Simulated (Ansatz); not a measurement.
# GaLiH (quartet): the correlation ladder at angle Li2–Ga1–H3 = 180.0°, cc-pVDZ

How much of the correlation energy of GaLiH (quartet) does each wave-function method recover here?

Program: Ansatz 0.2.0, Gaussian basis. Level of theory: cc-pVDZ, core rule «outside noble gas», up to 15 orbitals frozen. These are calculated values, not measurements.

To be run: UHF; CCSD(T) on ROHF; CCSD(T) on UHF; BCCD(T) on ROHF; CISD as a restricted active space (open shells left free, so some higher excitations enter); CCSDT(Q) on ROHF; CCSDT(Q) on UHF; CASSCF and MRCISD+Q, 5 electrons in 5 orbitals; CASSCF and NEVPT2, 5 electrons in 5 orbitals; Full CI.

26 further runs of the same task are left out: 14 for a known fault of the program, 8 that didn't finish, 4 set aside as unsound or not needed. Runs told in other sessions of the task aren't counted.

## 1. What is computed

The geometry derives from a PBE0/def2-TZVP stationary point (not a proven minimum). One angle is set to the value named; bond lengths are kept. No spin-orbit coupling is included. The filled d shell of Ga may be among the frozen orbitals whatever the setting's name suggests.

3 atoms, charge 0, spin multiplicity 4.

Atoms are counted from 1 here; the program's logs count them from 0.

Bond lengths: Ga1–Li2 2.347 Å, Ga1–H3 1.565 Å. Angles: Li2–Ga1–H3 180.0°.

## 2. UHF

in.yaml reads:

```yaml
crystal:
  periodic: [false, false, false]
  atoms:
    - {symbol: Ga, position_ang: [0.000000, 0.000000, 0.260700]}
    - {symbol: Li, position_ang: [0.000000, 0.000000, -2.086500]}
    - {symbol: H, position_ang: [0.000000, 0.000000, 1.825800]}
basis:
  gaussian: {orbitals: cc-pVDZ}
magnetization: {spin_polarized: true, initial_magnetization: 3}
hamiltonian: {xc: hf}
output: {orbitals: {seedname: orbitals}}
```

Launch:

```sh
$ ansatz run in.yaml --threads 1 --pin off --events-out ev --progress --plain --max-ram 2393MiB
```

After this run come: CCSD(T) on ROHF; CCSD(T) on UHF; BCCD(T) on ROHF; CISD as a restricted active space (open shells left free, so some higher excitations enter); CCSDT(Q) on ROHF; CCSDT(Q) on UHF; CASSCF and MRCISD+Q, 5 electrons in 5 orbitals; CASSCF and NEVPT2, 5 electrons in 5 orbitals; Full CI.

**Question.** What will the summary of the whole plan be? Wanted: FCI from the RHF energy; RMP2 from FCI; UMP2 from FCI; RCCSD from FCI; RCCSD(T) from FCI; UCCSD(T) from FCI; RCCSDT(Q) from FCI; UCCSDT(Q) from FCI; NEVPT2 pair from FCI.

The runs gave:

| quantity | value |
| --- | --- |
| FCI from the ROHF energy | -1.6614 eV |
| RMP2 from FCI | +494.7 meV |
| UMP2 from FCI | +471.9 meV |
| RCCSD from FCI | +54.3 meV |
| RCCSD(T) from FCI | +14.9 meV |
| UCCSD(T) from FCI | -2.3 meV |
| RCCSDT(Q) from FCI | -1.8 meV |
| UCCSDT(Q) from FCI | -18.9 meV |
| NEVPT2 pair from FCI | +435.7 meV |
| MRCISD+Q pair from FCI | +7.1 meV |
| levels within 1 kcal/mol (43 meV) | UCCSD, RCCSD(T), UCCSD(T), BCCD(T), RCCSDT, UCCSDT, RCCSDT(Q), UCCSDT(Q), MRCISD+Q pair |
| T1 diagnostic | 0.031 |
| effectively unpaired electrons | 3.02 |

RCCSD(T) lands +14.9 meV from the yardstick (0.9 % of the correlation energy). UCCSD(T), UCCSDT, UCCSDT(Q) fall below full CI: unrestricted runs freeze a spin-polarised core, another one than full CI's, and coupled cluster isn't variational. One determinant dominates. Of the multireference levels listed MRCISD+Q pair comes nearest in total energy (+7.1 meV), which doesn't show that its space is the better one. These misses are within one basis, not against nature; the frozen cores of restricted and unrestricted runs differ, which can shift their rows.

Levels on UHF freeze UHF's core orbitals, full CI those of ROHF, so the U rows can settle a little off it for that reason alone.
